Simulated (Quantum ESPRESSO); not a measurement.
# Si2Ni (I4/mmm) in Quantum ESPRESSO: single point with LDA

Aim: the single point of Si2Ni with LDA.

Everything below comes from runs of Quantum ESPRESSO 7.5. Logs are shortened: lines on timing, memory, paths and dates and some standing lists are left out, and cuts for length are marked.

## (1) The crystal as given

The structure is tetragonal, space group I4/mmm (No. 139). Conventional cell: a = 3.795 Å, b = 3.795 Å, c = 5.314 Å, α = 90.00°, β = 90.00°, γ = 90.00°. Around Ni (site symmetry 4/mmm) lie 8 Si at 2.32 Å. Si (site symmetry -4m2) has 4 Ni at 2.32 Å and 2 Si at 2.66 Å as nearest neighbours.

The cell was built by a generator and needn't be a form met in nature.

## (2) Single point, LDA

pw.in reads:

```
&CONTROL
  calculation = 'scf'
  prefix = 'pwscf'
  outdir = './tmp'
  pseudo_dir = './pseudo'
  tprnfor = .true.
  tstress = .true.
  disk_io = 'nowf'
/
&SYSTEM
  ibrav = 0
  nat = 3
  ntyp = 2
  ecutwfc = 45
  ecutrho = 360
  nbnd = 20
  occupations = 'smearing'
  smearing = 'mp'
  degauss = 0.00734986
/
&ELECTRONS
  conv_thr = 6d-10
  electron_maxstep = 120
  mixing_beta = 0.5
/
ATOMIC_SPECIES
Ni    58.6934 ni_lda_v1.4.uspp.F.UPF
Si    28.0850 si_lda_v1.uspp.F.UPF
CELL_PARAMETERS angstrom
   0.0000000000    2.6837546400    2.6571300900
   2.6837546400    0.0000000000    2.6571300900
   2.6837546400    2.6837546400    0.0000000000
ATOMIC_POSITIONS crystal
Ni     0.0000000000    0.0000000000    0.0000000000
Si     0.2500000000    0.2500000000    0.2500000000
Si     0.7500000000    0.7500000000    0.7500000000
K_POINTS automatic
16 16 16 0 0 0
```

Potentials or basis: GBRV 1.5 LDA.

Started as:

```sh
OMP_NUM_THREADS=1 pw.x -in pw.in > pw.out
```

pw.out:

```text
This program is part of the open-source Quantum ESPRESSO suite
     for quantum simulation of materials; please cite
[... 9 lines left out ...]
     --------------------
     sticks:   dense  smooth     PW     G-vecs:    dense   smooth      PW
     Sum        1273     641    199                29867    10585    1893

     Using Slab Decomposition

     bravais-lattice index     =            0
     lattice parameter (alat)  =       7.1368  a.u.
     unit-cell volume          =     258.3004 (a.u.)^3
     number of atoms/cell      =            3
     number of atomic types    =            2
     number of electrons       =        26.00
     number of Kohn-Sham states=           20
     kinetic-energy cutoff     =      45.0000  Ry
     charge density cutoff     =     360.0000  Ry
     scf convergence threshold =      6.0E-10
     mixing beta               =       0.5000
     number of iterations used =            8  plain     mixing
     Exchange-correlation= SLA  PZ   NOGX NOGC
                           (   1   1   0   0   0   0   0)

     celldm(1)=   7.136783  celldm(2)=   0.000000  celldm(3)=   0.000000
     celldm(4)=   0.000000  celldm(5)=   0.000000  celldm(6)=   0.000000

     crystal axes: (cart. coord. in units of alat)
               a(1) = (   0.000000   0.710623   0.703573 )
               a(2) = (   0.710623   0.000000   0.703573 )
               a(3) = (   0.710623   0.710623   0.000000 )

     reciprocal axes: (cart. coord. in units 2 pi/alat)
               b(1) = ( -0.703608  0.703608  0.710658 )
               b(2) = (  0.703608 -0.703608  0.710658 )
               b(3) = (  0.703608  0.703608 -0.710658 )

     PseudoPot. # 1 for Ni read from file:
     ni_lda_v1.4.uspp.F.UPF
     Pseudo is Ultrasoft + core correction, Zval = 18.0
     Generated by new atomic code, or converted to UPF format
     Using radial grid of  865 points,  6 beta functions with:
                l(1) =   0
                l(2) =   0
                l(3) =   1
                l(4) =   1
                l(5) =   2
                l(6) =   2
     Q(r) pseudized with 10 coefficients,  rinner =    0.980   0.980   0.980
                                                       0.980   0.980

     PseudoPot. # 2 for Si read from file:
     si_lda_v1.uspp.F.UPF
     Pseudo is Ultrasoft + core correction, Zval =  4.0
     Generated by new atomic code, or converted to UPF format
     Using radial grid of  899 points,  6 beta functions with:
                l(1) =   0
                l(2) =   0
                l(3) =   1
                l(4) =   1
                l(5) =   2
                l(6) =   2
     Q(r) pseudized with  8 coefficients,  rinner =    0.900   0.900   0.900
                                                       0.900   0.900

     atomic species   valence    mass     pseudopotential
     Ni               18.00    58.69340     Ni( 1.00)
     Si                4.00    28.08500     Si( 1.00)

     16 Sym. Ops., with inversion, found

   Cartesian axes

     site n.     atom                  positions (alat units)
         1        Ni     tau(   1) = (   0.0000000   0.0000000   0.0000000  )
         2        Si     tau(   2) = (   0.3553115   0.3553115   0.3517865  )
         3        Si     tau(   3) = (   1.0659344   1.0659344   1.0553596  )

     number of k points=   349  Methfessel-Paxton smearing, width (Ry)=  0.0073

     Number of k-points >= 100: set verbosity='high' to print them.

     Dense  grid:    29867 G-vectors     FFT dimensions: (  45,  45,  45)

     Smooth grid:    10585 G-vectors     FFT dimensions: (  32,  32,  32)

     Check: negative core charge=   -0.000002

     Initial potential from superposition of free atoms

     starting charge      23.9988, renormalised to      26.0000
     Starting wfcs are   21 randomized atomic wfcs

     Self-consistent Calculation

     iteration #  1     ecut=    45.00 Ry     beta= 0.50
     Davidson diagonalization with overlap
     ethr =  1.00E-02,  avg # of iterations =  6.6

     total energy              =    -334.70984129 Ry
     estimated scf accuracy    <      50.39762266 Ry

     iteration #  2     ecut=    45.00 Ry     beta= 0.50
     Davidson diagonalization with overlap
     ethr =  1.00E-02,  avg # of iterations =  3.0

     total energy              =    -361.70614749 Ry
     estimated scf accuracy    <      54.18617105 Ry

     iteration #  3     ecut=    45.00 Ry     beta= 0.50
     Davidson diagonalization with overlap
     ethr =  1.00E-02,  avg # of iterations =  2.3

     total energy              =    -362.07188806 Ry
     estimated scf accuracy    <      10.25673843 Ry

     iteration #  4     ecut=    45.00 Ry     beta= 0.50
     Davidson diagonalization with overlap
     ethr =  1.00E-02,  avg # of iterations =  2.2

     total energy              =    -362.88491623 Ry
     estimated scf accuracy    <       1.22457100 Ry

     iteration #  5     ecut=    45.00 Ry     beta= 0.50
     Davidson diagonalization with overlap
     ethr =  4.71E-03,  avg # of iterations =  1.3

     total energy              =    -362.16795901 Ry
     estimated scf accuracy    <       1.26551576 Ry

     iteration #  6     ecut=    45.00 Ry     beta= 0.50
     Davidson diagonalization with overlap
     ethr =  4.71E-03,  avg # of iterations =  2.3

     total energy              =    -362.81039365 Ry
     estimated scf accuracy    <       2.62051124 Ry

     iteration #  7     ecut=    45.00 Ry     beta= 0.50
     Davidson diagonalization with overlap
     ethr =  4.71E-03,  avg # of iterations =  1.0

     total energy              =    -362.78396745 Ry
     estimated scf accuracy    <       2.70216260 Ry

     iteration #  8     ecut=    45.00 Ry     beta= 0.50
     Davidson diagonalization with overlap
     ethr =  4.71E-03,  avg # of iterations =  1.1

     total energy              =    -362.13252382 Ry
     estimated scf accuracy    <       2.39586970 Ry

     iteration #  9     ecut=    45.00 Ry     beta= 0.50
     Davidson diagonalization with overlap
     ethr =  4.71E-03,  avg # of iterations =  2.0

     total energy              =    -362.54470523 Ry
     estimated scf accuracy    <       0.36546013 Ry

     iteration # 10     ecut=    45.00 Ry     beta= 0.50
     Davidson diagonalization with overlap
     ethr =  1.41E-03,  avg # of iterations =  1.1

     total energy              =    -362.57364732 Ry
     estimated scf accuracy    <       0.03220666 Ry

     iteration # 11     ecut=    45.00 Ry     beta= 0.50
     Davidson diagonalization with overlap
     ethr =  1.24E-04,  avg # of iterations =  1.9

     total energy              =    -362.55601660 Ry
     estimated scf accuracy    <       0.10805661 Ry

     iteration # 12     ecut=    45.00 Ry     beta= 0.50
     Davidson diagonalization with overlap
     ethr =  1.24E-04,  avg # of iterations =  1.8

     total energy              =    -362.55988474 Ry
     estimated scf accuracy    <       0.00822463 Ry

     iteration # 13     ecut=    45.00 Ry     beta= 0.50
     Davidson diagonalization with overlap
     ethr =  3.16E-05,  avg # of iterations =  2.8

     total energy              =    -362.56550141 Ry
     estimated scf accuracy    <       0.03761655 Ry

     iteration # 14     ecut=    45.00 Ry     beta= 0.50
     Davidson diagonalization with overlap
     ethr =  3.16E-05,  avg # of iterations =  1.0

     total energy              =    -362.56551777 Ry
     estimated scf accuracy    <       0.03689834 Ry

     iteration # 15     ecut=    45.00 Ry     beta= 0.50
     Davidson diagonalization with overlap
     ethr =  3.16E-05,  avg # of iterations =  1.0

     total energy              =    -362.55110560 Ry
     estimated scf accuracy    <       0.03813290 Ry

     iteration # 16     ecut=    45.00 Ry     beta= 0.50
     Davidson diagonalization with overlap
     ethr =  3.16E-05,  avg # of iterations =  3.0

     total energy              =    -362.56429593 Ry
     estimated scf accuracy    <       0.03546464 Ry

     iteration # 17     ecut=    45.00 Ry     beta= 0.50
     Davidson diagonalization with overlap
     ethr =  3.16E-05,  avg # of iterations =  1.0

     total energy              =    -362.55559042 Ry
     estimated scf accuracy    <       0.03131935 Ry

     iteration # 18     ecut=    45.00 Ry     beta= 0.50
     Davidson diagonalization with overlap
     ethr =  3.16E-05,  avg # of iterations =  2.1

     total energy              =    -362.56057027 Ry
     estimated scf accuracy    <       0.00319591 Ry

     iteration # 19     ecut=    45.00 Ry     beta= 0.50
     Davidson diagonalization with overlap
     ethr =  1.23E-05,  avg # of iterations =  1.0

     total energy              =    -362.56062778 Ry
     estimated scf accuracy    <       0.00038461 Ry

     iteration # 20     ecut=    45.00 Ry     beta= 0.50
     Davidson diagonalization with overlap
     ethr =  1.48E-06,  avg # of iterations =  1.8

     total energy              =    -362.56066780 Ry
     estimated scf accuracy    <       0.00000115 Ry

     iteration # 21     ecut=    45.00 Ry     beta= 0.50
     Davidson diagonalization with overlap
     ethr =  4.43E-09,  avg # of iterations =  3.1

     total energy              =    -362.56066661 Ry
     estimated scf accuracy    <       0.00000954 Ry

     iteration # 22     ecut=    45.00 Ry     beta= 0.50
     Davidson diagonalization with overlap
     ethr =  4.43E-09,  avg # of iterations =  2.7

     total energy              =    -362.56066785 Ry
     estimated scf accuracy    <       0.00000017 Ry

     iteration # 23     ecut=    45.00 Ry     beta= 0.50
     Davidson diagonalization with overlap
     ethr =  6.69E-10,  avg # of iterations =  1.1

     total energy              =    -362.56066787 Ry
     estimated scf accuracy    <          9.2E-09 Ry

     iteration # 24     ecut=    45.00 Ry     beta= 0.50
     Davidson diagonalization with overlap
     ethr =  3.52E-11,  avg # of iterations =  2.2

     End of self-consistent calculation

     Number of k-points >= 100: set verbosity='high' to print the bands.

     the Fermi energy is    13.4480 ev

!    total energy              =    -362.56066787 Ry
     estimated scf accuracy    <          5.7E-12 Ry
     smearing contrib. (-TS)   =      -0.00000900 Ry
     internal energy E=F+TS    =    -362.56065887 Ry

     The total energy is F=E-TS. E is the sum of the following terms:
     one-electron contribution =    -287.98166839 Ry
     hartree contribution      =     157.17204616 Ry
     xc contribution           =     -44.00060589 Ry
     ewald contribution        =    -187.75043074 Ry

     convergence has been achieved in  24 iterations

     Forces acting on atoms (cartesian axes, Ry/au):

     atom    1 type  1   force =     0.00000000   -0.00000000   -0.00000000
     atom    2 type  2   force =     0.00000000    0.00000000    0.00000000
     atom    3 type  2   force =     0.00000000    0.00000000   -0.00000000

     Total force =     0.000000     Total SCF correction =     0.000000

     Computing stress (Cartesian axis) and pressure

          total   stress  (Ry/bohr**3)                   (kbar)     P=        2.05
   0.00000300  -0.00000000   0.00000000            0.44       -0.00        0.00
  -0.00000000   0.00000300   0.00000000           -0.00        0.44        0.00
   0.00000000  -0.00000000   0.00003584            0.00       -0.00        5.27

=------------------------------------------------------------------------------=
   JOB DONE.
=------------------------------------------------------------------------------=
```

Run time: 4.6 min. Hardware: 1 thread of Arm Neoverse V1, shared host; peak memory 0.27 GiB.

What came out:

```yaml
Free_energy: -4932.8892 eV
Pressure: 0.2 GPa
Band_gap_on_the_k_mesh: none (metal or under the smearing width)
```
